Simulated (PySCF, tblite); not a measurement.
**CH13NSi4: geometry, infrared bands and NMR shifts**

What infrared bands and NMR shifts should CH13NSi4 (`C[SiH2]N([SiH3])[SiH2][SiH3]`) show?

The runs use tblite 0.8.0 and PySCF 2.14.0, with density-fitted response routines of our own; the level of theory stands in each step. All values are computed, except where a source is named. Atoms are numbered from 0 throughout.

## (1) The molecule as given

19 atoms, charge 0, multiplicity 1; geometry from: force field or distance geometry start.

Bonds of the start (Å): C0–Si1 1.88, Si1–N2 1.77, N2–Si3 1.73, N2–Si4 1.74, Si4–Si5 2.24, C0–H6 1.10, C0–H7 1.12, C0–H8 1.10, Si1–H9 1.46, Si1–H10 1.46, Si3–H11 1.48, Si3–H12 1.46, Si3–H13 1.49, Si4–H14 1.49, Si4–H15 1.47, Si5–H16 1.48, Si5–H17 1.48, Si5–H18 1.46.

## (2) Geometry optimisation with GFN2-xTB

The job: settings as JSON, then the geometry in Å.

```
{"job": {"kind": "relax", "xc": "GFN2-xTB", "basis": "xTB"}, "charge": 0, "multiplicity": 1}
C     -0.998200     2.259600     0.646100
Si    -1.610800     0.812000    -0.389200
N     -0.437600    -0.486700    -0.155400
Si    -1.052700    -2.062600     0.218000
Si     1.034800    -0.388400    -1.076800
Si     2.685100    -0.290100     0.433300
H     -1.891900     2.800100     1.006900
H     -0.439100     1.874000     1.536500
H     -0.293000     2.883800     0.080000
H     -2.995900     0.464700    -0.071600
H     -1.546600     1.254400    -1.781800
H     -0.033600    -3.068000    -0.151400
H     -2.291300    -2.379000    -0.485700
H     -1.262700    -2.117500     1.688400
H      0.998900     0.874700    -1.873100
H      1.201200    -1.565700    -1.939300
H      2.751500    -1.634400     1.044200
H      2.228800     0.673300     1.454500
H      3.943400     0.105000    -0.191000
```

Started as:

```bash
$ OMP_NUM_THREADS=1 python probes_run.py task.json out
```

The driver reads the jobs from task.json and runs them one after another.

**Question.** This job is followed by: GFN2-xTB harmonic vibrations, gas phase; GIAO PBE0/pcSseg-1 NMR shielding, non-relativistic, gas phase. What will the session give for the following? strongest single infrared mode (GFN2-xTB); zero-point energy (GFN2-xTB); 13C shifts against TMS (PBE0/pcSseg-1); 1H shifts against TMS (PBE0/pcSseg-1, means over atoms taken as alike); 29Si shifts against TMS (PBE0/pcSseg-1); 15N shifts against NH3 (PBE0/pcSseg-1); surface potential, 1st and 99th percentile.

As calculated:

| quantity | value |
| --- | --- |
| strongest single infrared mode (GFN2-xTB) | 2219 cm⁻¹, 971 km/mol |
| zero-point energy (GFN2-xTB) | 77.0 kcal/mol |
| 13C shifts against TMS (PBE0/pcSseg-1) | -1.5 ppm |
| 1H shifts against TMS (PBE0/pcSseg-1, means over atoms taken as alike) | 5.19, 4.88, 4.75, 3.44, 0.28 ppm |
| 29Si shifts against TMS (PBE0/pcSseg-1) | -22.5, -40.0, -48.3, -121.4 ppm |
| 15N shifts against NH3 (PBE0/pcSseg-1) | -15.3 ppm |
| surface potential, 1st and 99th percentile | -0.21 V and 1.16 V |

**Reading.** The optimisation took 106 steps and gained 0.456 eV; among the close pairs (by a distance rule), Si4–Si5 changed most, from 2.239 to 2.305 Å. No mode is imaginary among the 51: a minimum at this level. The strongest single mode, at 2219 cm⁻¹, moves mainly H10 and H13. GFN2-xTB is a fitted tight-binding method: band positions and strengths are rough. Its intensities can rank the bands wrongly. At PBE0/pcSseg-1: Shielding is most anisotropic at Si4 (span 123 ppm, paramagnetic term -493 ppm). By nearest atom (PBE0/pcSseg-1), the HOMO sits on N2 49 %; Si5 8 % and the LUMO on Si4 16 %; N2 10 %.
